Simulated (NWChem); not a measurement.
**CoN2H4 (Co(NH2)2) at 3 levels**

We compute a comparison of 3 runs (UHF/3-21G, UB3LYP/6-31G*) of CoN2H4 (Co(NH2)2). 

Program for the calculation: NWChem 7.3.0.

1 further run of the same task is left out (it didn't finish).

**1. The system as given**

The species is CoN2H4 (7 atoms), meant as a quartet with charge 0. As SMILES, `[NH2][Co][NH2]`. The shape comes from GFN2-xTB, which is rough for such elements, and wasn't checked as a minimum. This is one conformer, not always the lowest.

Bond lengths: Co1–N2 1.763 Å, Co1–N5 1.762 Å, N2–H3 1.014 Å, N2–H4 1.015 Å, N5–H6 1.015 Å, N5–H7 1.015 Å. Angles: N2–Co1–N5 179.9°, Co1–N2–H3 126.9°, Co1–N2–H4 127.5°, Co1–N5–H6 127.2°, Co1–N5–H7 127.3°, H3–N2–H4 105.6°, H6–N5–H7 105.5°.

**2. Energy and gradient at UHF/3-21G (run 1)**

Contents of test.nw:

```
start test
title "CoH4N2 hf"
memory total 2200 mb

geometry noautosym nocenter noautoz
Co    0.003560   -0.002140    0.000300
N     0.005290   -0.017690    1.762820
H     0.058050    0.786580    2.378620
H    -0.058940   -0.825680    2.373010
N    -0.001950    0.014880   -1.762050
H     0.802630   -0.035050   -2.378100
H    -0.808640    0.079090   -2.374600
end

basis spherical bse
* library 3-21G
end

scf
quartet
uhf
thresh 1e-08
maxiter 80
noprint "final vectors analysis"
end

task scf gradient
```

Started as:

```sh
$ nwchem test.nw > test.out
```

Standard output:

```text
[...]
  functions       =    53
[...]
  wavefunction    = UHF
[...]
         Total SCF energy =  -1485.260205506790
      One electron energy =  -2381.514659224084
      Two electron energy =    733.430927566843
 Nuclear repulsion energy =    162.823526150452
                       Sz =      1.5000
                 Sz(Sz+1) =      3.7500
                      S^2 =      3.7772
[...]
                         UHF ENERGY GRADIENTS
    atom               coordinates                        gradient
                 x          y          z           x          y          z
   1 Co      0.006727  -0.004044   0.000567   -0.000045   0.000200  -0.000034
   2 N       0.009997  -0.033429   3.331247    0.000532   0.000416  -0.054356
   3 H       0.109699   1.486421   4.494940    0.000013   0.003471   0.008034
   4 H      -0.111380  -1.560309   4.484339   -0.000517  -0.003701   0.008457
   5 N      -0.003685   0.028119  -3.329792    0.000298  -0.000659   0.055092
   6 H       1.516751  -0.066235  -4.493957    0.003431  -0.000114  -0.008444
   7 H      -1.528108   0.149458  -4.487343   -0.003712   0.000387  -0.008749
[...]
```

It took 15 s on 1 thread of Intel Xeon Platinum 8488C (Sapphire Rapids), shared host; peak memory 0.098 GiB.

**3. Energy and gradient at UB3LYP/6-31G(d) (spherical functions) (run 2)**

Contents of mymol.nw:

```
start mymol
memory 2200 mb
geometry units angstrom noautosym nocenter noautoz
Co       0.003560      -0.002140       0.000300
N        0.005290      -0.017690       1.762820
H        0.058050       0.786580       2.378620
H       -0.058940      -0.825680       2.373010
N       -0.001950       0.014880      -1.762050
H        0.802630      -0.035050      -2.378100
H       -0.808640       0.079090      -2.374600
end
basis spherical bse
* library 6-31G*
end
dft
xc b3lyp
mult 4
grid xfine
convergence energy 1e-08
maxiter 100
mulliken
print low
end
task dft gradient
```

Started as:

```sh
$ nwchem mymol.nw > mymol.out
```

Standard output:

```text
[...]
 d= 0,ls=0.0,diis     1  -1494.1923301390 -1.66D+03  9.54D-02  4.07D-01     3.9
[...]
 d= 0,ls=0.0,diis    20  -1494.4830426628 -8.00D-09  2.99D-07  3.95D-10    70.4
[...]
         Total DFT energy =    -1494.483042662764
      One electron energy =    -2392.627973092720
           Coulomb energy =      810.150914867449
    Exchange-Corr. energy =      -74.829510587944
 Nuclear repulsion energy =      162.823526150452
[...]
      Total Density - Mulliken Population Analysis
     ---------------------------------------------
    Atom       Charge   Shell Charges
 -----------   ------   -------------------------------------------------------
    1 Co  27    26.23   2.00  2.00  6.00  2.00  6.00  0.41  0.33  0.09  0.15  4.70  2.53  0.01
    2 N    7     8.01   2.00  0.77  2.50  0.90  1.83  0.02
    3 H    1     0.69   0.51  0.18
    4 H    1     0.69   0.50  0.18
    5 N    7     8.01   2.00  0.77  2.50  0.90  1.83  0.02
    6 H    1     0.69   0.50  0.18
    7 H    1     0.69   0.50  0.18
[...]
      <S2> =      3.7558 (Exact =     3.7500)
                         DFT ENERGY GRADIENTS
    atom               coordinates                        gradient
                 x          y          z           x          y          z
   1 Co      0.006727  -0.004044   0.000567    0.000049   0.000182  -0.000050
   2 N       0.009997  -0.033429   3.331247    0.000135   0.000236  -0.028717
   3 H       0.109699   1.486421   4.494940   -0.000355  -0.003924   0.001877
   4 H      -0.111380  -1.560309   4.484339    0.000190   0.003764   0.002282
   5 N      -0.003685   0.028119  -3.329792    0.000230  -0.000353   0.029398
   6 H       1.516751  -0.066235  -4.493957   -0.003941   0.000322  -0.002238
   7 H      -1.528108   0.149458  -4.487343    0.003691  -0.000227  -0.002552
 Task  times  cpu:       77.1s     wall:       77.1s
 Total times  cpu:       77.1s     wall:       77.1s
```

Run time: 78 s. Hardware: 1 thread of Intel Xeon Platinum 8488C (Sapphire Rapids), shared host; peak memory 0.15 GiB.

**4. Energy and gradient at UB3LYP/6-31G(d) (Cartesian functions) (run 3)**

Contents of mol.nw:

```
echo
start mol
memory total 2200 mb

geometry noautosym nocenter noautoz
  Co     0.003560    -0.002140     0.000300
  N      0.005290    -0.017690     1.762820
  H      0.058050     0.786580     2.378620
  H     -0.058940    -0.825680     2.373010
  N     -0.001950     0.014880    -1.762050
  H      0.802630    -0.035050    -2.378100
  H     -0.808640     0.079090    -2.374600
end

basis cartesian
  * library 6-31G*
end

dft
  xc b3lyp
  mult 4
  grid xfine
  convergence energy 1e-08
  maxiter 100
  mulliken
  print medium
end

task dft gradient
```

Started as:

```sh
$ nwchem mol.nw > mol.out
```

Standard output:

```text
[...]
          Wavefunction type:  spin polarized.
          No. of atoms     :     7
          No. of electrons :    45
[...]
          Charge           :     0
          Spin multiplicity:     4
[...]
          AO basis - number of functions:    77
[...]
              XC Information
              --------------
                         B3LYP Method XC Potential
                     Hartree-Fock (Exact) Exchange  0.200
                        Slater Exchange Functional  0.800 local
                    Becke 1988 Exchange Functional  0.720 non-local
              Lee-Yang-Parr Correlation Functional  0.810
                  VWN I RPA Correlation Functional  0.190 local
[...]
 d= 0,ls=0.0,diis     1  -1494.1951759064 -1.66D+03  1.03D-01  5.31D-01     4.2
[...]
 d= 0,ls=0.0,diis    18  -1494.4925126455  2.78D-09  2.82D-07  2.39D-10    69.3
[...]
         Total DFT energy =    -1494.492512645491
      One electron energy =    -2392.661943842086
           Coulomb energy =      810.156570254182
    Exchange-Corr. energy =      -74.810665208039
 Nuclear repulsion energy =      162.823526150452
[...]
      Total Density - Mulliken Population Analysis
     ---------------------------------------------
    Atom       Charge   Shell Charges
 -----------   ------   -------------------------------------------------------
    1 Co  27    26.12   2.00  2.00  6.00  1.99  6.00  0.33  0.15  0.13  0.19  4.70  2.58  0.05
    2 N    7     8.07   1.99  0.77  2.50  0.95  1.84  0.02
    3 H    1     0.69   0.50  0.18
    4 H    1     0.69   0.50  0.18
    5 N    7     8.07   1.99  0.77  2.50  0.95  1.84  0.02
    6 H    1     0.69   0.50  0.18
    7 H    1     0.69   0.50  0.18
[...]
      <S2> =      3.7558 (Exact =     3.7500)
[...]
  wavefunction    = open shell
                         DFT ENERGY GRADIENTS
    atom               coordinates                        gradient
                 x          y          z           x          y          z
   1 Co      0.006727  -0.004044   0.000567    0.000038   0.000189  -0.000048
   2 N       0.009997  -0.033429   3.331247    0.000143   0.000221  -0.027496
   3 H       0.109699   1.486421   4.494940   -0.000332  -0.003591   0.001379
   4 H      -0.111380  -1.560309   4.484339    0.000165   0.003438   0.001789
   5 N      -0.003685   0.028119  -3.329792    0.000233  -0.000343   0.028178
   6 H       1.516751  -0.066235  -4.493957   -0.003609   0.000294  -0.001744
   7 H      -1.528108   0.149458  -4.487343    0.003363  -0.000209  -0.002058
[...]
```

Run time: 77 s. Hardware: 1 thread of Intel Xeon Platinum 8488C (Sapphire Rapids), shared host; peak memory 0.15 GiB.

**5. All runs side by side**

```tsv
run	level	iteration cap	module	energy (Eh)	dipole moment (D)	⟨S²⟩	largest force (eV/Å)	wall time
1	UHF/3-21G	80	scf	-1485.260206	0.02	3.777	2.833	15 s
2	UB3LYP/6-31G* (spherical functions)	100	dft	-1494.483043	–	3.756	1.512	78 s
3	UB3LYP/6-31G* (Cartesian functions)	100	dft	-1494.492513	0.02	3.756	1.449	77 s
```

**6. Results**

| quantity | value |
| --- | --- |
| run 3: total energy | -1494.49251 Eh |
| run 3: dipole moment | 0.02 D |
| run 3: HOMO energy (highest over α and β) | -4.26 eV |
| run 3: LUMO energy (lowest over α and β) | -2.37 eV |
| run 3: ⟨S²⟩ | 3.756 |
| run 3: largest force on an atom | 1.449 eV/Å |

All runs together took 2.8 min, the longest 78 s.
